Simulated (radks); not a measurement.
# The first electron to leave Xe

An exercise on one series of results from a longer session: the logs are not shown, and one member is left open.

The numbers are computed with radks (a radial shooting solver on a logarithmic mesh, Libxc functionals) version 1 (scalar-relativistic Kohn-Sham, PBEsol, spin-polarised, spherical densities, finite nucleus; open shells are filled with parallel spins first), except any that are marked as measured or tabulated.

## Starting point

| Property | Result |
| --- | --- |
| element | xenon (Z = 54) |
| charge | 0 |
| electrons | 54 |
| configuration | [Xe] |
| nuclear rms radius | 4.7859 fm |

Outer shells as boxes (Hund's rule):

Xe
```
[Kr] core
4d [↑↓][↑↓][↑↓][↑↓][↑↓]
5s [↑↓]
5p [↑↓][↑↓][↑↓]
```

The first run:

The run's settings:

```text
Z 54
configuration [Xe]
relativity scalar-relativistic
functional pbe_sol,pbe_sol
spin polarised
nucleus finite rms 4.7859 fm
c 137.035999084
```

Steps of the session up to this table: The parent, Xe.

One table of the session follows, with a row left open; its other results are not shown here.

It belongs to the step «The parent, Xe». From the orbitals of this run (lengths in bohr):

| level | <r> | outermost maximum (interpolated) | 90 % within | nodes |
| --- | --- | --- | --- | --- |
| 3s | 0.3066 | 0.279 | 0.450 | 2 |
| 3p | 0.3045 | 0.273 | 0.457 | 1 |
| 3d | 0.2810 | 0.226 | 0.441 | 0 |
| 4s | 0.7169 | 0.661 | 1.03 | 3 |
| 4p | 0.7651 | 0.693 | 1.12 | 2 |
| 4d | 0.8774 | 0.748 | 1.33 | 1 |
| 5s | 1.860 | 1.62 | 2.72 | 4 |
| 5p | ? | ? | ? | ? |

Estimate the missing values for 5p.

The run gave: <r>: 2.309; outermost maximum (interpolated): 1.91; 90 % within: 3.47; nodes: 3. In the column «<r>» it is the highest.

To keep in mind: Open shells are spherical and high-spin; term and fine-structure splittings are not resolved.
